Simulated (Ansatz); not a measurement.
**C₃H₁₁AlOS: how energies converge with the basis set**

How large a basis does C₃H₁₁AlOS need? Two functionals are run in growing sets.

Program: Ansatz 0.2.0, Gaussian basis. Level of theory: one geometry, several basis sets. These are calculated values, not measurements.

The runs, in order: PBE0-D4/def2-SVP; ωB97M-V/def2-SVP; PBE0-D4/def2-QZVPP; ωB97M-V/def2-QZVPP; the functionals' def2-TZVPP values are taken from earlier runs.

### Step 1. Structure used throughout

All runs share one geometry, relaxed beforehand with PBE0-D4 in a triple-zeta def2 set.

SMILES `C[O][Al-]([CH3])([CH3])[SH2+]`, 17 atoms, charge 0, spin multiplicity 1.

Atoms are counted from 1 here; the program's logs count them from 0.

Bond lengths: C1–O2 1.389 Å, C1–H7 1.100 Å, C1–H8 1.100 Å, C1–H9 1.097 Å, O2–Al3 1.717 Å, Al3–C4 1.966 Å, Al3–C5 1.954 Å, Al3–S6 2.634 Å, C4–H10 1.095 Å, C4–H11 1.095 Å, C4–H12 1.096 Å, C5–H13 1.094 Å, C5–H14 1.095 Å, C5–H15 1.095 Å, S6–H16 1.343 Å, S6–H17 1.344 Å. Angles: O2–C1–H7 113.1°, O2–C1–H8 111.2°, O2–C1–H9 110.5°, H7–C1–H8 107.5°, H7–C1–H9 107.3°, H8–C1–H9 107.0°, C1–O2–Al3 131.4°, O2–Al3–C4 117.6°, O2–Al3–C5 115.4°, O2–Al3–S6 93.1°, C4–Al3–C5 122.5°, C4–Al3–S6 99.1°, C5–Al3–S6 98.5°, Al3–C4–H10 113.3°, Al3–C4–H11 111.9°, Al3–C4–H12 110.7°, H10–C4–H11 107.5°, H10–C4–H12 106.6° and more.

### Step 2. PBE0-D4 in def2-SVP

Contents of in.yaml:

```yaml
crystal:
  periodic: [false, false, false]
  atoms:
    - {symbol: C, position_ang: [1.406715, 2.019711, 0.376313]}
    - {symbol: O, position_ang: [1.060094, 1.010893, -0.513384]}
    - {symbol: Al, position_ang: [0.162487, -0.436409, -0.293882]}
    - {symbol: C, position_ang: [-0.170344, -1.032643, 1.549770]}
    - {symbol: C, position_ang: [0.171762, -1.668392, -1.810852]}
    - {symbol: S, position_ang: [-2.141261, 0.748837, -0.771685]}
    - {symbol: H, position_ang: [1.244012, 1.741384, 1.428254]}
    - {symbol: H, position_ang: [0.829520, 2.936253, 0.183953]}
    - {symbol: H, position_ang: [2.466517, 2.280348, 0.267973]}
    - {symbol: H, position_ang: [-0.432029, -0.214284, 2.228492]}
    - {symbol: H, position_ang: [-0.976371, -1.772401, 1.600871]}
    - {symbol: H, position_ang: [0.720424, -1.514146, 1.968808]}
    - {symbol: H, position_ang: [0.186403, -1.134891, -2.765615]}
    - {symbol: H, position_ang: [1.059140, -2.310198, -1.789155]}
    - {symbol: H, position_ang: [-0.697230, -2.334753, -1.813182]}
    - {symbol: H, position_ang: [-1.957510, 1.670324, 0.188226]}
    - {symbol: H, position_ang: [-2.951327, 0.009867, 0.005294]}
basis:
  gaussian: {orbitals: def2-SVP}
hamiltonian: {xc: pbe0, dispersion: d4}
output: {orbitals: {seedname: orbitals}}
```

Started as:

```
ansatz run in.yaml --threads 4 --pin off --events-out ev --progress --plain --max-ram 11315MiB
```

Further steps of the session: ωB97M-V in def2-SVP; PBE0-D4 in def2-QZVPP; ωB97M-V in def2-QZVPP.

Before running them: what should the planned runs give, taken together? Wanted: PBE0-D4: double and triple zeta above quadruple; ωB97M-V: double and triple zeta above quadruple.

**Answer**, as computed:

| quantity | value |
| --- | --- |
| PBE0-D4: double and triple zeta above quadruple | 13.11, 0.86 eV |
| ωB97M-V: double and triple zeta above quadruple | 13.34, 0.83 eV |

**Reading.** PBE0-D4 gains 12.25 eV from double to triple zeta, then 0.86 eV more. These are total energies; as a rule much of such shifts cancels in differences, which this series doesn't test. The LUMO of ωB97M-V is positive and keeps falling with the basis (1.96 to 0.91 eV): an unbound level that the basis holds in place.
